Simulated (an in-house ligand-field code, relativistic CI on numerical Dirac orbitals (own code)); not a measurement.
**d5 in a ligand field: terms for several parameter sets**

Aim: the terms of a d5 shell from Racah B and C, spin-orbit ζ and the field, by exact diagonalisation.

The numbers are computed with an in-house ligand-field code version 1 (parametric ligand-field model of a d^n configuration (Racah B and C, spin-orbit zeta, crystal field), exact diagonalisation), except any that are marked as measured or tabulated.

## 1. The system

| Property | Result |
| --- | --- |
| shell | d5 |
| set 1 (cm⁻¹) | B = 980, C = 4660, ζ = 830, Td, 10Dq = -8700 |
| set 2 (cm⁻¹) | B = 830, C = 4070, ζ = 1350, Oh, 10Dq = 10900 |
| set 3 (cm⁻¹) | B = 330, C = 1660, ζ = 360, Td, 10Dq = -6900 |
| set 4 (cm⁻¹) | B = 650, C = 3320, ζ = 180, Oh, 10Dq = 6450 |
| set 5 (cm⁻¹) | B = 550, C = 2020, ζ = 1050, Td, 10Dq = -8150 |
| set 6 (cm⁻¹) | B = 540, C = 2140, ζ = 1650, Oh, 10Dq = 11200 |
| set 7 (cm⁻¹) | B = 880, C = 4020, ζ = 600, Oh, 10Dq = 35500 |
| set 8 (cm⁻¹) | B = 630, C = 2710, ζ = 3250, Oh, 10Dq = 36950 |

## 2. Set 1

The run's settings:

```ini
n = 5
racah_B = 980  # cm-1
racah_C = 4660  # cm-1
zeta = 830  # cm-1
symmetry = Td
field = {"10Dq": -8700}  # cm-1
```

## 3. Set 2

The run's settings:

```ini
n = 5
racah_B = 830  # cm-1
racah_C = 4070  # cm-1
zeta = 1350  # cm-1
symmetry = Oh
field = {"10Dq": 10900}  # cm-1
```

## 4. Set 3

The run's settings:

```ini
n = 5
racah_B = 330  # cm-1
racah_C = 1660  # cm-1
zeta = 360  # cm-1
symmetry = Td
field = {"10Dq": -6900}  # cm-1
```

## 5. Set 4

The run's settings:

```ini
n = 5
racah_B = 650  # cm-1
racah_C = 3320  # cm-1
zeta = 180  # cm-1
symmetry = Oh
field = {"10Dq": 6450}  # cm-1
```

## 6. Set 5

The run's settings:

```ini
n = 5
racah_B = 550  # cm-1
racah_C = 2020  # cm-1
zeta = 1050  # cm-1
symmetry = Td
field = {"10Dq": -8150}  # cm-1
```

## 7. Set 6

The run's settings:

```ini
n = 5
racah_B = 540  # cm-1
racah_C = 2140  # cm-1
zeta = 1650  # cm-1
symmetry = Oh
field = {"10Dq": 11200}  # cm-1
```

## 8. Set 7

The run's settings:

```ini
n = 5
racah_B = 880  # cm-1
racah_C = 4020  # cm-1
zeta = 600  # cm-1
symmetry = Oh
field = {"10Dq": 35500}  # cm-1
```

## 9. Set 8

The run's settings:

```ini
n = 5
racah_B = 630  # cm-1
racah_C = 2710  # cm-1
zeta = 3250  # cm-1
symmetry = Oh
field = {"10Dq": 36950}  # cm-1
```

(Steps that only read results are left out.)

Before running it: what results should come out? Wanted: lowest spin-orbit levels; sets at their largest spin, of those that allow S over 1.

As calculated:

| set | 10Dq/B (size) | lowest | S | electrons in z² and x²-y² | next level (cm⁻¹) |
| --- | --- | --- | --- | --- | --- |
| 1: Td | 8.9 | G7+G8 | 2.50 | 2.00 | G6 27352 |
| 2: Oh | 13.1 | G7 | 2.49 | 1.99 | G8 0.60 |
| 3: Td | 20.9 | G7 | 2.49 | 2.01 | G8 0.10 |
| 4: Oh | 9.9 | G7+G8 | 2.50 | 2.00 | G7 18876 |
| 5: Td | 14.8 | G7 | 2.47 | 2.02 | G8 0.76 |
| 6: Oh | 20.7 | G7 | 2.25 | 1.71 | G8 207 |
| 7: Oh | 40.3 | G7 | 0.51 | 0.05 | G8 1056 |
| 8: Oh | 58.7 | G7 | 0.57 | 0.09 | G8 5972 |

```
                                                quantity                                                         value
                                lowest spin-orbit levels  1: G7+G8, 2: G7, 3: G7, 4: G7+G8, 5: G7, 6: G7, 7: G7, 8: G7
sets at their largest spin, of those that allow S over 1                                              1, 2, 3, 4, 5, 6
```

In words: 6 of 8 sets have the highest spin that their shell allows, S = 5/2. A negative 10Dq stands for a tetrahedral field. With spin-orbit coupling the labels are those of spin-orbit levels, not of terms, and S is an average from the expectation value of its square. B, C and the field are free parameters here, not those of a compound.
